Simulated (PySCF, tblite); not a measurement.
# C4H9BrOSi: geometry, infrared bands and NMR shifts

Aim: predict the infrared bands and NMR shifts of C4H9BrOSi (`O[SiH2][C@H](Br)C1CC1`).

Programs: tblite 0.8.0 and PySCF 2.14.0, with density-fitted response routines of our own. Each step states its level of theory. These are calculated values for one molecule in the gas phase, unless marked as measured. Atoms are numbered from 0 throughout.

### 1 The starting structure

16 atoms, charge 0, multiplicity 1; geometry from: force field or distance geometry start.

Bonds of the start (Å): O0–Si1 1.68, Si1–C2 1.86, C2–Br3 1.96, C2–C4 1.51, C4–C5 1.51, C5–C6 1.51, C6–C4 1.52, O0–H7 0.97, Si1–H8 1.49, Si1–H9 1.47, C2–H10 1.10, C4–H11 1.09, C5–H12 1.08, C5–H13 1.08, C6–H14 1.08, C6–H15 1.08.

### 2 Optimising the geometry with GFN2-xTB

The job: settings as JSON, then the geometry in Å.

```
{"job": {"kind": "relax", "xc": "GFN2-xTB", "basis": "xTB"}, "charge": 0, "multiplicity": 1}
O      2.951300    -0.113800     0.409600
Si     1.764800     1.071000     0.309200
C      0.060300     0.454000     0.747200
Br     0.111000    -0.214600     2.590500
C     -0.506600    -0.646600    -0.111200
C     -1.999300    -0.896400    -0.175000
C     -1.289900    -0.313400    -1.370100
H      3.082800    -0.497300     1.293200
H      2.176200     2.151700     1.244200
H      1.781100     1.626900    -1.049400
H     -0.643000     1.304500     0.787600
H      0.136900    -1.521600    -0.154700
H     -2.336500    -1.923800    -0.219100
H     -2.651700    -0.248800     0.389500
H     -1.157700    -0.945700    -2.231200
H     -1.487300     0.722800    -1.599200
```

On the command line:

```sh
> OMP_NUM_THREADS=1 python probes_run.py task.json out
```

This one command runs all jobs of the session in turn.

**Question.** This job is followed by: GFN2-xTB harmonic vibrations, gas phase; GIAO PBE0/pcSseg-1 NMR shielding, non-relativistic, gas phase. Predict these results of the whole session: strongest single infrared mode (GFN2-xTB); zero-point energy (GFN2-xTB); 13C shifts against TMS (PBE0/pcSseg-1); 1H shifts against TMS (PBE0/pcSseg-1); 17O shifts against H2O (PBE0/pcSseg-1); 29Si shifts against TMS (PBE0/pcSseg-1); 79Br shifts against HBr (PBE0/pcSseg-1).

The runs gave:

| quantity | value |
| --- | --- |
| strongest single infrared mode (GFN2-xTB) | 794 cm⁻¹, 320 km/mol |
| zero-point energy (GFN2-xTB) | 74.6 kcal/mol |
| 13C shifts against TMS (PBE0/pcSseg-1) | 64.0, 19.7, 12.2, 11.8 ppm |
| 1H shifts against TMS (PBE0/pcSseg-1) | 5.00, 4.89, 2.46, 2.02, 1.40, 0.89, 0.83, 0.47, 0.30 ppm |
| 17O shifts against H2O (PBE0/pcSseg-1) | 6.8 ppm |
| 29Si shifts against TMS (PBE0/pcSseg-1) | -25.7 ppm |
| 79Br shifts against HBr (PBE0/pcSseg-1) | 328 ppm |

**Reading.** The optimisation took 47 steps and gained 0.187 eV; among the close pairs (by a distance rule), O0–Si1 changed most, from 1.680 to 1.616 Å. All 42 modes are real, so the xTB geometry is a minimum. The strongest single mode, at 794 cm⁻¹, is spread over many atoms; the largest shares are those of H7. Unscaled tight-binding wavenumbers are off by several per cent, some by more. Its intensities can rank the bands wrongly. C2 stands next to heavy halogen, whose spin-orbit shielding this run leaves out, so the computed shift lies too far downfield, most of all for carbon beside Br or I. At PBE0/pcSseg-1: The largest span, 1349 ppm, is at Br3, where the paramagnetic term is -830 ppm. Spin-orbit coupling is left out, which matters for shieldings and couplings at and beside the heavy atoms.
